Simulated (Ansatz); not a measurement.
# GaH3, SMILES [GaH3]: a rigid scan of one bond length

Computed with Ansatz 0.2.0 through its Python package.

At the Python prompt:
```pycon
>>> import ansatz as az
>>> import numpy as np
>>> GEOMETRY = """
... Ga    0.04490   -0.01980   -0.01920
... H     1.12380    0.37640    0.78860
... H    -0.55140   -1.45540   -0.00350
... H    -0.56190    1.03860   -0.78620
... """
>>> mol = az.Crystal.molecule()
>>> for line in GEOMETRY.strip().splitlines():
...     symbol, *xyz = line.split()
...     mol = mol.atom(symbol, [float(v) for v in xyz])
...
>>> symbols = [site.symbol for site in mol.cartesian_sites]
>>> start = np.array([site.position_ang for site in mol.cartesian_sites])
>>> axis = (start[2] - start[0]) / np.linalg.norm(start[2] - start[0])
>>> moving = [2]
>>> lengths, energies = [1.368, 1.43, 1.492, 1.555, 1.617, 1.679, 1.741, 1.834], []
>>> for length in lengths:
...     xyz = start.copy()
...     xyz[moving] += (length - np.linalg.norm(start[2] - start[0])) * axis
...     point = az.Crystal.molecule()
...     for symbol, place in zip(symbols, xyz):
...         point = point.atom(symbol, place.tolist())
...     calc = point.calculation().basis(gaussian="def2-SVP").functional("b3lyp", dispersion="d3bj")
...     summary = calc.run().report
...     energies.append(summary["free_energy_ev"])
...     print(f"r = {length:6.3f} A  E = {energies[-1]:.5f} eV  <S^2> = {abs(summary['mean_field']['state']['spin_squared']):.3f}")
...
r =  1.368 A  E = -52419.95541 eV  <S^2> = 0.000
r =  1.430 A  E = -52420.17487 eV  <S^2> = 0.000
r =  1.492 A  E = -52420.29793 eV  <S^2> = 0.000
r =  1.555 A  E = -52420.34591 eV  <S^2> = 0.000
r =  1.617 A  E = -52420.33421 eV  <S^2> = 0.000
r =  1.679 A  E = -52420.27747 eV  <S^2> = 0.000
r =  1.741 A  E = -52420.18642 eV  <S^2> = 0.000
r =  1.834 A  E = -52420.00442 eV  <S^2> = 0.000
>>> # quartic fit about the minimum
>>> fit = np.polynomial.Polynomial.fit(lengths, np.array(energies) - min(energies), 4).convert()
>>> roots = [r.real for r in fit.deriv().roots() if abs(r.imag) < 1e-9 and fit.deriv(2)(r.real) > 0]
>>> r_e = min(roots, key=lambda r: abs(r - lengths[int(np.argmin(energies))]))
>>> print(f"minimum of the fit at {r_e:.4f} A, force constant {fit.deriv(2)(r_e):.2f} eV/A^2")
minimum of the fit at 1.5712 A, force constant 14.19 eV/A^2
```

Notes:
- Total energies depend on the basis set; only differences at equal settings carry meaning.
- The rest of the molecule is held rigid at a force-field or estimated start geometry, and the basis set is modest; single-reference methods fail as a bond breaks.
- b3lyp holds the VWN-RPA fit, as in Gaussian; the form of ORCA and Turbomole is b3lyp5.
- The orbitals are restricted, so S² is zero by construction.
- Timing: 6.3 s on 1 thread of Arm Neoverse V1, with other jobs on the host, peak memory 0.16 GiB.
